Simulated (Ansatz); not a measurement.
# AlB4Te3: a short molecular-dynamics run

What does AlB4Te3 do over 40 steps of 0.5 fs at constant energy, with velocities drawn for 600 K? The cell is an element-swapped structure of 8 atoms, taken as it stands, without a relaxation.

Program: Ansatz 0.2.0. Level of theory: DFT PBE, plane waves, PAW, scalar-relativistic, no spin polarisation. These are calculated values, not measurements.

## (1) Starting point

The cell holds 8 atoms (AlB4Te3): a = 3.635 Å, b = 9.770 Å, c = 3.610 Å, α = 90.00°, β = 90.00°, γ = 90.00°.

Coordinates:

```xyz
8
Lattice="3.6348 0.0000 0.0000 0.0000 9.7701 0.0000 0.0000 0.0000 3.6104" Properties=species:S:1:pos:R:3 pbc="T T T"
Te    0.0000    3.0483    0.0000
Te    0.0000    6.7218    0.0000
Al    1.8174    4.8851    1.8052
B     1.8174    2.0713    1.8052
B     1.8174    7.6989    1.8052
B     0.0000    1.0356    1.8052
B     0.0000    8.7345    1.8052
Te    1.8174    0.0000    0.0000
```

## (2) Dynamics

input.yaml reads:

```yaml
crystal:
  lattice:
    - [3.634828, 0.0, 0.0]
    - [0.0, 9.770124, 0.0]
    - [0.0, 0.0, 3.610433]
  atoms:
    - { symbol: Te, position: [0.0, 0.312, 0.0] }
    - { symbol: Te, position: [0.0, 0.688, 0.0] }
    - { symbol: Al, position: [0.5, 0.5, 0.5] }
    - { symbol: B, position: [0.5, 0.212, 0.5] }
    - { symbol: B, position: [0.5, 0.788, 0.5] }
    - { symbol: B, position: [0.0, 0.106, 0.5] }
    - { symbol: B, position: [0.0, 0.894, 0.5] }
    - { symbol: Te, position: [0.5, 0.0, 0.0] }
kpoints:
  mp_grid: { grid: [4, 2, 4] }
magnetization:
  spin_polarized: false
scf:
  occupations: { method: fermi_dirac, width: 0.05 }
hamiltonian:
  pseudopotentials: { kind: paw }
  xc: pbe
basis:
  ecutwfc: 420
md:
  timestep: 0.5
  n_steps: 40
  ensemble: nve
  temperature: 600.0
  initial_velocities: maxwell_boltzmann
  seed: 896248
```

Started as:

```
$ ansatz run input.yaml --threads 2 --pin off --max-ram 2560MiB --backend cpu --events-out ev --progress --plain --runs-dir out
```

Output (excerpt; [...] marks lines left out):

```text
Warning: md: disabling space-group detection — thermal motion breaks the input geometry's symmetry, so no spatial operation reduces the k-mesh or symmetrises the density; time reversal is kept, so that k and −k are solved as one point where they differ and the mesh holds both, and exact [...]
Warning: RAYON_NUM_THREADS=2 ignored (pool sized by the plan → 2); use --threads N
[...]
Pseudopotentials: kind: paw
Pseudopotential: Te, paw, valence charge 16, recommended cutoff 420 eV (normal), Te.paw.azcp
Pseudopotential: Al, paw, valence charge 3, recommended cutoff 420 eV (normal), Al.paw.azcp
Pseudopotential: B, paw, valence charge 3, recommended cutoff 420 eV (normal), B.paw.azcp
Functional definition: PBE
[...]
Crystal: 8 atoms, lattice volume = 128.216 Å³
Basis set: ecut = 420 eV, 2493 PW (Γ), exchange–correlation on 50×144×50 points (8 copies of the dense FFT grid, shifted against one another)
Bands: 40, of which v1, the nominal top of the filled ones, is band 32 counted from 1 (31 counted from 0)
Symmetry: 1 space group operations
k-points: 20 of 32 (time reversal used)
[...]
SCF iter   1: F=—  HF=-22091.367431 eV  |F-HF|=—  |Δ(HF+E_count)|=         —  Δρ=6.42e-3  dr2=6.28e-1  ethr=1.77e-3  ⟨swp⟩=7.2  Hψ=3347  notcnv=0
[...]
md step     0: t =     0.00 fs  T =   600.0 K  F+E_penalty+E_count = -22091.30837293 eV  E_kin = 0.542892 eV  conserved = -22090.76548094 eV  (8 SCF iters)
[...]
md step    10: t =     5.00 fs  T =   535.4 K  F+E_penalty+E_count = -22091.24992921 eV  E_kin = 0.484447 eV  conserved = -22090.76548209 eV  (5 SCF iters)
[...]
md step    20: t =    10.00 fs  T =   567.7 K  F+E_penalty+E_count = -22091.27915376 eV  E_kin = 0.513664 eV  conserved = -22090.76548943 eV  (5 SCF iters)
[...]
md step    30: t =    15.00 fs  T =   685.6 K  F+E_penalty+E_count = -22091.38584820 eV  E_kin = 0.620317 eV  conserved = -22090.76553120 eV  (6 SCF iters)
[...]
md step    39: t =    19.50 fs  T =   816.6 K  F+E_penalty+E_count = -22091.50448116 eV  E_kin = 0.738867 eV  conserved = -22090.76561371 eV  (2 SCF iters)
[...]
md step    40: t =    20.00 fs  T =   828.8 K  F+E_penalty+E_count = -22091.51557431 eV  E_kin = 0.749957 eV  conserved = -22090.76561779 eV  (6 SCF iters)
SCF converged after 6 iterations
Free energy (F): -22091.515574 eV
[...]
E sigma→0 (E₀):  -22091.499109 eV
Entropy (-TS):   -0.032931 eV (-4.116 meV/atom)
Fermi energy:    11.280352 eV
[...]
--- Forces (eV/Å), atoms counted from 1 ---
  atom   1  Te    -0.02289272     0.78346863    -0.10068211
  atom   2  Te    -0.45328901    -0.43662672    -0.13322017
  atom   3  Al     0.11738553     0.02460232    -0.11572990
  atom   4  B     -0.04652415    -1.16102318     0.05453204
  atom   5  B      0.31399056    -0.07356402     0.05185707
  atom   6  B     -0.02484165    -0.31379274    -0.08059734
  atom   7  B      0.40811966     1.18798808     0.06218876
  atom   8  Te    -0.29195008    -0.01105023     0.26165071
[...]
--- MD trajectory: 40 steps, t = 0.0 → 20.0 fs ---
  final state: T = 828.8 K   F+E_penalty+E_count = -22091.51557431 eV   E_kin = 0.749957 eV
  conserved energy: peak-to-peak 1.374e-4 eV (1.717e-5 eV/atom) over 20.0 fs
```

It took 2.8 min on 2 threads of Arm Neoverse N1, shared host; peak memory 0.44 GiB.

## (3) What the atoms did

The trajectory, every 3 steps (energies from step 0); msd is the mean square displacement from the start, the centre of mass held:

```
time (fs)  T (K)  potential energy change (meV/atom)  total energy change (meV/atom)  msd B (Å²)  msd Al (Å²)  msd Te (Å²)
      0.0    600                                 0.0                            0.00       0.000        0.000        0.000
      1.5    570                                 3.4                            0.00       0.000        0.000        0.000
      3.0    549                                 5.7                            0.00       0.001        0.001        0.000
      4.5    537                                 7.1                            0.00       0.002        0.001        0.000
      6.0    534                                 7.4                            0.00       0.003        0.002        0.000
      7.5    540                                 6.8                            0.00       0.005        0.004        0.001
      9.0    554                                 5.2                            0.00       0.007        0.005        0.001
     10.5    576                                 2.7                            0.00       0.009        0.007        0.001
     12.0    606                                -0.7                            0.00       0.012        0.009        0.002
     13.5    643                                -4.9                            0.00       0.016        0.012        0.002
     15.0    686                                -9.7                           -0.01       0.020        0.014        0.002
     16.5    731                               -14.8                           -0.01       0.026        0.017        0.003
     18.0    776                               -19.9                           -0.01       0.032        0.020        0.003
     19.5    817                               -24.5                           -0.02       0.039        0.024        0.004
     20.0    829                               -25.9                           -0.02       0.041        0.025        0.004
```

time (fs), T (K) and a bar:
```
      0.0        600 #######
      1.0        579 #####
      1.5        570 ####
      2.5        555 ##
      3.5        544 #
      4.5        537 
      5.0        535 
      6.0        534 
      7.0        537 
      8.0        543 #
      8.5        548 #
      9.5        560 ###
     10.5        576 ####
     11.5        595 ######
     12.0        606 #######
     13.0        630 ##########
     14.0        657 ############
     15.0        686 ###############
     15.5        700 #################
     16.5        731 ####################
     17.5        761 #######################
     18.5        790 ##########################
     19.0        804 ###########################
     20.0        829 ##############################
```

## (4) Frames from the trajectory

Extended XYZ, with forces in eV/Å:

```xyz
8
Lattice="3.635 0.000 0.000 0.000 9.770 0.000 0.000 0.000 3.610" Properties=species:S:1:pos:R:3:forces:R:3 pbc="T T T" time_fs=2.5 T=555 dE=0.0404
Te    0.002    3.047    0.006    0.002    0.405   -0.007
Te   -0.001    6.725    0.003   -0.104   -0.372   -0.002
Al    1.807    4.875    1.819    0.018    0.009   -0.017
B     1.826    2.078    1.807    0.016   -1.126    0.001
B     1.845    7.676    1.802    0.194    1.093   -0.004
B     0.000    1.057    1.800   -0.028   -0.288   -0.004
B    -0.021    8.724    1.799   -0.067    0.268    0.005
Te    1.818    0.000   -0.012   -0.031    0.011    0.028
8
Lattice="3.635 0.000 0.000 0.000 9.770 0.000 0.000 0.000 3.610" Properties=species:S:1:pos:R:3:forces:R:3 pbc="T T T" time_fs=5.0 T=535 dE=0.0584
Te    0.003    3.047    0.012    0.005    0.421   -0.015
Te   -0.002    6.729    0.007   -0.203   -0.357   -0.004
Al    1.796    4.865    1.834    0.037    0.018   -0.034
B     1.834    2.078    1.809    0.029   -1.128    0.004
B     1.873    7.660    1.798    0.383    1.047   -0.008
B    -0.001    1.076    1.795   -0.052   -0.283   -0.010
B    -0.042    8.714    1.794   -0.136    0.256    0.011
Te    1.818   -0.001   -0.023   -0.062    0.026    0.057
8
Lattice="3.635 0.000 0.000 0.000 9.770 0.000 0.000 0.000 3.610" Properties=species:S:1:pos:R:3:forces:R:3 pbc="T T T" time_fs=7.5 T=540 dE=0.0546
Te    0.005    3.047    0.018    0.007    0.459   -0.024
Te   -0.003    6.732    0.010   -0.290   -0.364   -0.010
Al    1.786    4.856    1.848    0.055    0.027   -0.051
B     1.842    2.072    1.811    0.040   -1.138    0.008
B     1.904    7.650    1.794    0.553    0.992   -0.010
B    -0.002    1.095    1.789   -0.072   -0.281   -0.016
B    -0.063    8.707    1.788   -0.197    0.264    0.018
Te    1.818   -0.001   -0.035   -0.096    0.041    0.086
8
Lattice="3.635 0.000 0.000 0.000 9.770 0.000 0.000 0.000 3.610" Properties=species:S:1:pos:R:3:forces:R:3 pbc="T T T" time_fs=10.0 T=568 dE=0.0292
Te    0.006    3.046    0.024    0.007    0.511   -0.036
Te   -0.004    6.735    0.014   -0.364   -0.386   -0.021
Al    1.776    4.846    1.862    0.072    0.037   -0.068
B     1.851    2.060    1.813    0.048   -1.151    0.014
B     1.937    7.645    1.791    0.692    0.918   -0.008
B    -0.003    1.111    1.784   -0.088   -0.281   -0.023
B    -0.086    8.700    1.783   -0.236    0.301    0.026
Te    1.818   -0.001   -0.046   -0.131    0.051    0.116
8
Lattice="3.635 0.000 0.000 0.000 9.770 0.000 0.000 0.000 3.610" Properties=species:S:1:pos:R:3:forces:R:3 pbc="T T T" time_fs=12.5 T=618 dE=-0.0162
Te    0.008    3.046    0.031    0.004    0.575   -0.050
Te   -0.005    6.738    0.017   -0.420   -0.415   -0.039
Al    1.766    4.836    1.876    0.087    0.044   -0.083
B     1.859    2.042    1.815    0.049   -1.164    0.022
B     1.974    7.645    1.787    0.780    0.808   -0.002
B    -0.005    1.126    1.778   -0.098   -0.286   -0.031
B    -0.111    8.696    1.777   -0.234    0.385    0.036
Te    1.818   -0.001   -0.057   -0.168    0.053    0.148
8
Lattice="3.635 0.000 0.000 0.000 9.770 0.000 0.000 0.000 3.610" Properties=species:S:1:pos:R:3:forces:R:3 pbc="T T T" time_fs=15.0 T=686 dE=-0.0775
Te    0.009    3.047    0.037   -0.002    0.650   -0.068
Te   -0.007    6.741    0.021   -0.456   -0.441   -0.066
Al    1.756    4.827    1.889    0.099    0.046   -0.096
B     1.869    2.016    1.818    0.040   -1.172    0.031
B     2.016    7.649    1.783    0.783    0.630    0.010
B    -0.007    1.139    1.772   -0.099   -0.300   -0.040
B    -0.136    8.693    1.772   -0.161    0.541    0.048
Te    1.819   -0.001   -0.069   -0.205    0.045    0.181
8
Lattice="3.635 0.000 0.000 0.000 9.770 0.000 0.000 0.000 3.610" Properties=species:S:1:pos:R:3:forces:R:3 pbc="T T T" time_fs=17.5 T=761 dE=-0.1458
Te    0.011    3.047    0.043   -0.006    0.721   -0.087
Te   -0.008    6.743    0.024   -0.465   -0.447   -0.100
Al    1.746    4.818    1.903    0.108    0.039   -0.106
B     1.878    1.985    1.820    0.008   -1.171    0.043
B     2.062    7.657    1.779    0.641    0.347    0.028
B    -0.010    1.151    1.766   -0.078   -0.313   -0.054
B    -0.162    8.694    1.767    0.035    0.797    0.059
Te    1.818   -0.002   -0.080   -0.244    0.026    0.218
8
Lattice="3.635 0.000 0.000 0.000 9.770 0.000 0.000 0.000 3.610" Properties=species:S:1:pos:R:3:forces:R:3 pbc="T T T" time_fs=20.0 T=829 dE=-0.2072
Te    0.013    3.048    0.049   -0.023    0.783   -0.101
Te   -0.010    6.745    0.028   -0.453   -0.437   -0.133
Al    1.737    4.808    1.916    0.117    0.025   -0.116
B     1.887    1.947    1.823   -0.047   -1.161    0.055
B     2.112    7.667    1.776    0.314   -0.074    0.052
B    -0.014    1.161    1.760   -0.025   -0.314   -0.081
B    -0.188    8.699    1.762    0.408    1.188    0.062
Te    1.818   -0.002   -0.091   -0.292   -0.011    0.262
```

## (5) Results

| quantity | value |
| --- | --- |
| length | 40 steps of 0.5 fs |
| temperature, first and last step | 600 and 829 K |
| temperature, second half | mean 691 K, from 568 to 829 K |
| potential energy, second half | -10 meV/atom from the start |
| largest change of the total energy | 0.02 meV/atom |
| mean square displacement, second half | B 0.022, Al 0.015, Te 0.002 Å² |

In words: The temperature starts at 600 K and averages 691 K in the second half, where it still rises, from 568 to 829 K; the start was no minimum (force components up to 1.1 eV/Å), and the potential energy that it sheds (10 meV/atom) turns into motion. The total energy strays from its start by at most 0.02 meV/atom, under 0.1 % of the mean kinetic energy, which is good for a step of 0.5 fs. The farthest move is 0.30 Å, against a mean nearest distance of 2.4 Å at the start: no atom has changed site so far. Averages from a run of 20 fs with 8 atoms are rough.
